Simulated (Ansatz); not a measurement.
H2MgO2, SMILES [OH][Mg][OH], an atomisation energy

Program: Ansatz's Python interface.

`h2mgo2.xyz`
```text
5

O    -1.66410   -0.14920   -1.04680
Mg    0.00260   -0.15660   -0.03480
O     1.69240   -0.20160    0.97690
H    -2.33020    0.08720   -0.37720
H     2.34920    0.34650    0.44050
```

Notebook, run cell by cell (the value of a cell's last expression is shown):

```python
from collections import Counter

import ansatz as az
```

```python
def energy_of(molecule, charge=0, unpaired=0):
    calc = (
        molecule.calculation()
        .basis(gaussian="def2-SVPD")
        .correlation("ccsd_t")
    )
    if charge:
        calc = calc.charge(charge)
    if unpaired:
        calc = calc.spin("collinear", total=unpaired)
    report = calc.run(threads=1).report
    if report["published_state_doubts"]:
        print("  doubts:", report["published_state_doubts"])
    return report["free_energy_ev"]
```

```python
molecule = az.Crystal.molecule_from_extxyz("h2mgo2.xyz")

# Hund ground states
unpaired = {"O": 2, "Mg": 0, "H": 1}
counts = Counter(site.symbol for site in molecule.cartesian_sites)
atom_energy = {s: energy_of(az.Crystal.molecule().atom(s, (0, 0, 0)), 0, unpaired[s]) for s in counts}
whole = energy_of(molecule, 0, 0)
for s, e in atom_energy.items():
    print(f"{s:2s} x{counts[s]}  {e:14.5f} eV")
print(f"H2MgO2: {whole:.5f} eV")
split = sum(counts[s] * e for s, e in atom_energy.items()) - whole
print(f"atomisation energy (no zero-point term): {23.060548 * split:.1f} kcal/mol, {split / sum(counts.values()):.3f} eV an atom")
```

    O  x2     -2036.76277 eV
    Mg x1     -5430.67416 eV
    H  x2       -13.58606 eV
    H2MgO2: -9547.38658 eV
    atomisation energy (no zero-point term): 369.3 kcal/mol, 3.203 eV an atom

369.3 kcal/mol from the electronic energies, without the zero-point term.

Caveats:
- Total energies depend on the basis set; only differences at equal settings carry meaning.
- The geometry is a force-field or estimated start, not a minimum of this method, and the basis set is short of its limit. All parts are taken at fixed geometry, without zero-point energy.
- In double-zeta sets correlated atomisation energies come out some 10 to 15 % low.
- Finished in 5.7 s on 1 thread of Arm Neoverse V2 (shared host), peak memory 0.34 GiB.
